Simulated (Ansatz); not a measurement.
# Ba2Hf: the cost of one run

Method: DFT PBE, scalar-relativistic, plane waves, PAW, in Ansatz 0.2.0.

1 further run of the same task is left out (it didn't finish).

## 1. The structure to begin with

It takes space group P6/mmm (No. 191, hexagonal). Conventional cell: a = 4.565 Å, b = 4.565 Å, c = 4.929 Å, α = 90.00°, β = 90.00°, γ = 120.00°. Ba (site symmetry -6m2) is surrounded by 3 Ba at 2.64 Å. Hf (site symmetry 6/mmm) is surrounded by 12 Ba at 3.61 Å.

Structure file:

```
Ba Hf
1.0
     4.56525    0.00000    0.00000
    -2.28262    3.95362    0.00000
     0.00000    0.00000    4.92926
Ba Hf
2 1
Direct
  0.33333 0.66667 0.50000
  0.66667 0.33333 0.50000
  0.00000 0.00000 0.00000
```

(A quick probe on a coarse mesh, which set the mesh and smearing, is not shown.)

## 3. A loose first relaxation

The input, input.yaml:

```yaml
crystal:
  lattice:
    - [4.565248997, 0.0, 0.0]
    - [-2.2826244985, 3.953621606, 0.0]
    - [0.0, 0.0, 4.9292555615]
  atoms:
    - { symbol: Ba, position: [0.3333333333, 0.6666666667, 0.5] }
    - { symbol: Ba, position: [0.6666666667, 0.3333333333, 0.5] }
    - { symbol: Hf, position: [0.0, 0.0, 0.0] }
basis:
  ecutwfc: 420
kpoints:
  mp_grid: { grid: [6, 6, 4] }
hamiltonian:
  xc: pbe
scf:
  occupations: { method: gaussian, width: 0.1 }
  lower_state_search: "off"
output:
  forces: true
  stress: true
  eigenvalues: true
relax:
  adjacent_minimum: "off"
  f_tol: 0.04
  max_steps: 70
  cell: { stress_tol: 0.4 }
```

The run is started by

```bash
$ ansatz run input.yaml --threads 1 --pin off --max-ram 2560MiB --backend cpu --events-out ev --progress --plain --runs-dir out
```

What time and memory should one allow on 1 thread of Arm Neoverse V2, shared host?

About 52 s, with a peak of 0.4 GiB.
